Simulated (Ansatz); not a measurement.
Write a Python script for Ansatz 0.2.0 through its Python package that makes a rigid torsion scan of H4OSeSi, SMILES O[SiH2][SeH]. Settings (for the species named): Hartree-Fock, def2-SVP basis, multiplicity 1.

```xyz
7

O    -1.1821   -0.7450   -0.4884
Si   -0.0946    0.4315    0.0979
Se    1.4332   -0.6490    1.3493
H    -1.7887   -0.1477   -1.0399
H     0.5778    1.0960   -1.0463
H    -0.7816    1.4515    0.9240
H     1.8973   -1.5054    0.1579
```

Script `run_torsion.py`:
```python
# -*- coding: utf-8 -*-
"""Rigid torsion scan of H4OSeSi."""

import ansatz as az
from ase import Atoms

BASIS = "def2-SVP"
FUNCTIONAL = "hf"
FMAX = 0.02

atoms = Atoms(["O", "Si", "Se", "H", "H", "H", "H"], positions=[
    (-1.1821, -0.745, -0.4884),
    (-0.0946, 0.4315, 0.0979),
    (1.4332, -0.649, 1.3493),
    (-1.7887, -0.1477, -1.0399),
    (0.5778, 1.096, -1.0463),
    (-0.7816, 1.4515, 0.924),
    (1.8973, -1.5054, 0.1579),
])

# start the scan from a relaxed geometry
first = (
    az.Crystal.molecule_from_ase(atoms).calculation()
    .basis(gaussian=BASIS)
    .functional(FUNCTIONAL)
    .relax(force_tolerance=FMAX, max_steps=80)
)
atoms.positions = first.run().report["positions_ang"]

start = atoms.get_dihedral(2, 1, 0, 3)
energies = {}
for turn in range(0, 360, 30):
    turned = atoms.copy()
    turned.set_dihedral(2, 1, 0, 3, start + turn, indices=[0, 3])
    calculation = (
        az.Crystal.molecule_from_ase(turned).calculation()
        .basis(gaussian=BASIS)
        .functional(FUNCTIONAL)
    )
    energies[round((start + turn) % 360)] = calculation.run().report["free_energy_ev"]
floor = min(energies.values())
print("dihedral Se2-Si1-O0-H3 (deg)   E - E(min) (eV)")
for angle, e in sorted(energies.items()):
    print(f"{angle:8d} {(e - floor):14.3f}  " + "#" * int(30 * (e - floor) / max(max(energies.values()) - floor, 1e-9)))
```

```console
$ python run_torsion.py
dihedral Se2-Si1-O0-H3 (deg)   E - E(min) (eV)
      26          0.006  ##
      56          0.000
      86          0.031  ###########
     116          0.069  #########################
     146          0.081  ##############################
     176          0.072  ##########################
     206          0.065  #######################
     236          0.068  #########################
     266          0.071  ##########################
     296          0.073  ##########################
     326          0.068  ########################
     356          0.041  ###############
```

The lowest point is at 56° and the highest at 146°, 0.081 eV (7.8 kJ/mol) above it, with the rest of the molecule held.

The scan is rigid and the energies are electronic, in a modest basis. With rigid groups the curve can differ much from the relaxed path, the start wasn't checked as a minimum of this torsion, and equivalent turns needn't return to the same energy. Hardware and time: 33 s on 1 thread of Arm Neoverse V1 (shared host), peak memory 0.23 GiB.
